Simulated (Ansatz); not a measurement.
**Nb: one contact scaled**

The task here is to estimate one member of a computed series from the others.

Program: Ansatz 0.2.0. Level of theory: DFT, LDA, PAW with Ansatz's default frozen-core files, scalar-relativistic. These are calculated values, not measurements.

5 further runs of the same task are left out: 5 that didn't finish.

## The structure to begin with

It takes space group P6_3/mmc (No. 194, hexagonal). Conventional cell: a = 2.956 Å, b = 2.956 Å, c = 4.789 Å, α = 90.00°, β = 90.00°, γ = 120.00°. Nb (site symmetry -6m2) has 12 Nb at 2.94 to 2.96 Å as nearest neighbours.

As a file:

```
CELL_PARAMETERS angstrom
2.95639 0.00000 0.00000
-1.47820 2.56031 0.00000
0.00000 0.00000 4.78936
ATOMIC_POSITIONS crystal
Nb 0.33333 0.66667 0.25000
Nb 0.66667 0.33333 0.75000
```

Atoms are numbered in the order of the input: Nb1, Nb2.

Set-up of the first run:

input.yaml

```yaml
crystal:
  lattice:
    - [2.9563926124, 0.0, 0.0]
    - [-1.4781963062, 2.5603111058, 0.0]
    - [0.0, 0.0, 4.789356032]
  atoms:
    - { symbol: Nb, position: [0.3333333333, 0.6666666667, 0.25] }
    - { symbol: Nb, position: [0.6666666667, 0.3333333333, 0.75] }
kpoints:
  mp_grid: { grid: [12, 12, 6] }
scf:
  occupations: { method: fermi_dirac, width: 0.05 }
hamiltonian:
  xc: lda
  pseudopotentials: { kind: paw }
output:
  forces: true
  stress: true
  eigenvalues: true
  efg: { contact_densities: true }
  populations: true
  write_density: true
  write_potential: true
  elf: true
  volumetric_format: npy
```

Launch:

```console
> ansatz run input.yaml --threads 1 --pin off --max-ram 2048MiB --backend cpu --events-out ev --progress --plain --runs-dir out
```

Steps of the session up to this table: Shortest bond scaled by 1, PAW; Shortest bond scaled by 1.1, PAW; Shortest bond scaled by 0.94, PAW; Shortest bond scaled by 0.7, PAW; Shortest bond scaled by 0.64, PAW; Shortest bond scaled by 0.64, PAW (partial_waves polarizable).

One table of the session follows, with a row left open; its other results are not shown here.

| method | length (Å) | F from the given length (eV/cell) | force along the bond (eV/Å) | pressure (GPa) | largest force (eV/Å) |
| --- | --- | --- | --- | --- | --- |
| PAW | 1.882 | 3.575 | 13.933 | 53.79 | 14.375 |
| PAW | 2.059 | 1.944 | 5.900 | 27.37 | 6.540 |
| PAW | 2.764 | 0.095 | 1.058 | -3.24 | 1.506 |
| PAW | 2.941 | ? | ? | ? | ? |
| PAW | 3.235 | 0.233 | -1.376 | -0.85 | 2.292 |
| PAW (partial_waves polarizable) | 1.882 | – | 13.930 | 53.78 | 14.373 |

Estimate the missing values for PAW, 2.941.

The run gave: F from the given length (eV/cell): 0.000; force along the bond (eV/Å): 0.000; pressure (GPa): -4.52; largest force (eV/Å): 0.000.

Limits of these values: Warnings in the runs' records: gradients without spin orbit.
